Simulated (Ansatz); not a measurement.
# CH6BN (SMILES CBN): PBE0/cc-pVDZ

Aim: the electronic atomisation energy of CH6BN at PBE0/cc-pVDZ, from 5 runs. 

The calculation is run with Ansatz 0.2.0.

76 further runs of the same task are left out: 76 set aside as unsound or not needed.

### Step 1. The structure to begin with

CH6BN: 9 atoms, total charge 0, spin state singlet. SMILES: `CBN`. The coordinates come from a PBE0-D4/def2-TZVP relaxation.

Bond lengths: C1–B2 1.568 Å, B2–N3 1.392 Å, C1–H4 1.096 Å, C1–H5 1.095 Å, C1–H6 1.094 Å, B2–H7 1.202 Å, N3–H8 1.005 Å, N3–H9 1.007 Å. Some angles: C1–B2–N3 122.0°, C1–B2–H7 121.0°, N3–B2–H7 117.0°, B2–C1–H4 110.3°, B2–C1–H5 110.4°, B2–C1–H6 114.3°, B2–N3–H8 123.2°, B2–N3–H9 123.1°, H4–C1–H5 105.5°, H4–C1–H6 108.0°.

### Step 2. A single-point energy at PBE0/cc-pVDZ

in.yaml

```yaml
crystal:
  periodic: [false, false, false]
  atoms:
    - {symbol: C, position_ang: [-0.665300, 0.757700, -0.590300]}
    - {symbol: B, position_ang: [0.459400, -0.282900, -0.256200]}
    - {symbol: "N", position_ang: [0.592800, -0.842800, 1.010700]}
    - {symbol: H, position_ang: [-1.291900, 0.390800, -1.410600]}
    - {symbol: H, position_ang: [-0.224600, 1.692200, -0.954300]}
    - {symbol: H, position_ang: [-1.319900, 0.998900, 0.252300]}
    - {symbol: H, position_ang: [1.248800, -0.632800, -1.092800]}
    - {symbol: H, position_ang: [1.306200, -1.511000, 1.244900]}
    - {symbol: H, position_ang: [-0.016800, -0.616400, 1.779200]}
basis:
  gaussian:
    orbitals: cc-pVDZ
hamiltonian:
  xc: pbe0
accuracy: high
output:
  orbitals: {seedname: orbitals}
```

The run is started by

```
$ ansatz run in.yaml --threads 1 --pin off --max-ram 3480MiB --events-out events.jsonl --progress --plain --runs-dir runs
```

What it wrote:

```text
Warning: RAYON_NUM_THREADS=1 ignored (pool sized by the plan → 1); use --threads N
Functional definition: PBE0
  name "PBE0"
  parameter a = 0.25
  parameter kappa = 0.804
  parameter beta = 0.06672455060314922
  exchange = (1 - a)*pbe_x(kappa = kappa, mu = beta*pi^2/3) + a*exact_x
  correlation = pbe_c(beta = beta)
1723 factors; integrals over basis functions are off by at most 3.1e-9 eV
mean field evaluation 1: about -3291.4195 eV, gradient 5.7e1 eV
mean field evaluation 2: about -3288.3492 eV, gradient 6.6e1 eV
mean field evaluation 4: about -3298.4656 eV, gradient 2.4e0 eV
mean field evaluation 8: about -3298.4778 eV, gradient 6.6e-2 eV
mean field evaluation 16: about -3298.4778 eV, gradient 1.0e-6 eV
mean field -3298.47776540 eV, -121.2168220899 hartree, gradient 2.7e-8 eV, S^2 0.000000; 0 other end points of the search recorded, 0 dependent functions left out
reference -3298.47776777 eV, -121.2168221771 hartree; 12, 12 occupied and 60, 60 virtual orbitals, 1723 factors
Total energy: -3298.47776777 eV, -121.2168221771 hartree
```

Wall time 3.3 s (1 thread of Arm Neoverse V2, shared host); peak memory 0.2 GiB.

### Step 3. The B atom at the same level

job.yaml

```yaml
crystal:
  periodic: [false, false, false]
  atoms:
    - {symbol: B, position_ang: [0.000000, 0.000000, 0.000000]}
basis:
  gaussian: {orbitals: cc-pVDZ}
hamiltonian: {xc: pbe0}
accuracy: high
total_charge: 0
magnetization: {spin_polarized: true, initial_magnetization: 1}
```

Run the same way, it converges to -24.61592 Eh (log not shown).

### Step 4. The C atom at the same level

job.yaml

```yaml
crystal:
  periodic: [false, false, false]
  atoms:
    - {symbol: C, position_ang: [0.000000, 0.000000, 0.000000]}
basis:
  gaussian:
    orbitals: cc-pVDZ
magnetization:
  spin_polarized: true
  initial_magnetization: 2
accuracy: high
hamiltonian:
  xc: pbe0
```

The run is started by

```
$ ansatz run job.yaml --threads 1 --pin off --max-ram 3480MiB --events-out events.jsonl --progress --plain --runs-dir runs
```

What it wrote, shortened:

```text
Warning: RAYON_NUM_THREADS=1 ignored (pool sized by the plan → 1); use --threads N
[... 7 set-up lines as earlier in the session ...]
96 factors; integrals over basis functions are off by at most 1.3e-9 eV
mean field evaluation 1: about -1028.4861 eV, gradient 3.4e0 eV
mean field evaluation 2: about -1028.5584 eV, gradient 8.1e-1 eV
mean field evaluation 4: about -1028.5632 eV, gradient 2.3e-1 eV
mean field evaluation 8: about -1028.5635 eV, gradient 4.2e-5 eV
mean field -1028.56354602 eV, -37.7990131308 hartree, gradient 4.9e-8 eV, S^2 2.002560; 0 other end points of the search recorded, 0 dependent functions left out
reference -1028.56354732 eV, -37.7990131785 hartree; 4, 2 occupied and 10, 12 virtual orbitals, 96 factors
Total energy: -1028.56354732 eV, -37.7990131785 hartree
```

It took 0.24 s on 1 thread of Arm Neoverse V2, shared host.

### Step 5. The H atom, same level

input.yaml

```yaml
crystal:
  periodic: [false, false, false]
  atoms:
    - symbol: H
      position_ang: [0.000000, 0.000000, 0.000000]
basis:
  gaussian:
    orbitals: cc-pVDZ
magnetization:
  spin_polarized: true
  initial_magnetization: 1
hamiltonian:
  xc: pbe0
accuracy: high
```

Run the same way, it converges to -0.50029 Eh (log not shown).

### Step 6. The N atom at the same level

molecule.yaml

```yaml
crystal:
  periodic: [false, false, false]
  atoms:
    - {symbol: N, position_ang: [0.000000, 0.000000, 0.000000]}
basis:
  gaussian: {orbitals: cc-pVDZ}
magnetization: {spin_polarized: true, initial_magnetization: 3}
hamiltonian: {xc: pbe0}
accuracy: high
```

Run the same way, it converges to -54.53075 Eh (log not shown).

### Step 7. What came out

Level: PBE0/cc-pVDZ.

| quantity | value |
| --- | --- |
| molecule: total energy | -121.21682 Eh |
| molecule: HOMO energy | -8.11 eV |
| molecule: LUMO energy | 1.16 eV |
| molecule: HOMO–LUMO gap | 9.27 eV |
| B atom: total energy | -24.61592 Eh |
| B atom: ⟨S²⟩ | 0.753 |
| C atom: total energy | -37.79901 Eh |
| C atom: ⟨S²⟩ | 2.003 |
| H atom: total energy | -0.50029 Eh |
| H atom: ⟨S²⟩ | 0.750 |
| N atom: total energy | -54.53075 Eh |
| N atom: ⟨S²⟩ | 3.752 |
| electronic atomisation energy | 34.542 eV |

What this shows: Taking the molecule apart into free atoms costs 34.54 eV (3333 kJ/mol), before zero-point energy and without spin-orbit coupling.
